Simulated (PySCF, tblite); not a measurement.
**C₆H₁₆GeSi: geometry, infrared bands and NMR shifts**

What infrared bands and NMR shifts should C₆H₁₆GeSi (`C[Si](C)([GeH3])C1CCC1`) show?

The runs use tblite 0.8.0 and PySCF 2.14.0, with density-fitted response routines of our own; the level of theory stands in each step. All values are computed, except where a source is named. Atoms count from 0, in the outputs and in this text.

## Step 1: The molecule as given

24 atoms, charge 0, multiplicity 1; geometry from: force field or distance geometry start.

Bonds of the start (Å): C0–Si1 1.87, Si1–C2 1.85, Si1–Ge3 2.32, Si1–C4 1.89, C4–C5 1.52, C5–C6 1.53, C6–C7 1.51, C7–C4 1.54, C0–H8 1.11, C0–H9 1.12, C0–H10 1.10, C2–H11 1.10, C2–H12 1.10, C2–H13 1.11, Ge3–H14 1.54, Ge3–H15 1.57, Ge3–H16 1.55, C4–H17 1.12, C5–H18 1.12, C5–H19 1.12, C6–H20 1.11, C6–H21 1.11, C7–H22 1.10, C7–H23 1.11.

## Step 2: Relaxing the molecule with GFN2-xTB

Job settings and geometry (Å):

```
{"job": {"kind": "relax", "xc": "GFN2-xTB", "basis": "xTB"}, "charge": 0, "multiplicity": 1}
C     -1.821200    -1.180300     1.279000
Si    -0.947600    -0.244400    -0.083700
C     -1.732900    -0.644100    -1.710700
Ge    -1.120900     2.032700     0.320100
C      0.862000    -0.796900    -0.111600
C      1.678100    -0.337600     1.080800
C      2.558800     0.507000     0.159900
C      1.751500     0.048400    -1.034700
H     -1.752800    -2.270900     1.089300
H     -2.900700    -0.874800     1.302400
H     -1.364200    -0.943400     2.255600
H     -1.224900    -0.087900    -2.518700
H     -1.675000    -1.728700    -1.899000
H     -2.804900    -0.339300    -1.688700
H     -0.399800     2.816400    -0.794300
H     -0.472200     2.362200     1.706800
H     -2.617100     2.424400     0.359100
H      0.971400    -1.890500    -0.311300
H      1.123900     0.285600     1.824300
H      2.252100    -1.171600     1.557600
H      3.607700     0.154400     0.134900
H      2.451300     1.596700     0.357400
H      2.349400    -0.575900    -1.722800
H      1.216400     0.878400    -1.544300
```

The run is started by

```console
> OMP_NUM_THREADS=1 python probes_run.py task.json out
```

The driver reads the jobs from task.json and runs them one after another.

**Question.** This job is followed by: GFN2-xTB harmonic vibrations, gas phase; GIAO PBE0/pcSseg-1 NMR shielding, non-relativistic, gas phase. Predict these results of the whole session: strongest single infrared mode (GFN2-xTB); zero-point energy (GFN2-xTB); 13C shifts against TMS (PBE0/pcSseg-1, means over atoms taken as alike); 1H shifts against TMS (PBE0/pcSseg-1, means over atoms taken as alike); 29Si shifts against TMS (PBE0/pcSseg-1); 73Ge shifts against GeMe4 (PBE0/pcSseg-1).

The runs gave:

| quantity | value |
| --- | --- |
| strongest single infrared mode (GFN2-xTB) | 798 cm⁻¹, 794 km/mol |
| zero-point energy (GFN2-xTB) | 123.0 kcal/mol |
| 13C shifts against TMS (PBE0/pcSseg-1, means over atoms taken as alike) | 23.1, 20.3, 20.0, -2.7 ppm |
| 1H shifts against TMS (PBE0/pcSseg-1, means over atoms taken as alike) | 3.02, 2.44, 2.07, 2.03, 1.82, 1.78, 0.18 ppm |
| 29Si shifts against TMS (PBE0/pcSseg-1) | -3.1 ppm |
| 73Ge shifts against GeMe4 (PBE0/pcSseg-1) | -398 ppm |

The optimisation took 77 steps and gained 0.486 eV; among the close pairs (by a distance rule), Ge3–H15 changed most, from 1.566 to 1.503 Å. All 66 modes are real, so the xTB geometry is a minimum. Unscaled tight-binding wavenumbers are off by several per cent, some by more. Its intensities can rank the bands wrongly. At PBE0/pcSseg-1: Shielding is most anisotropic at Ge3 (span 55 ppm, paramagnetic term -1030 ppm). Spin-orbit coupling is left out, which matters for shieldings and couplings at and beside the heavy atoms.
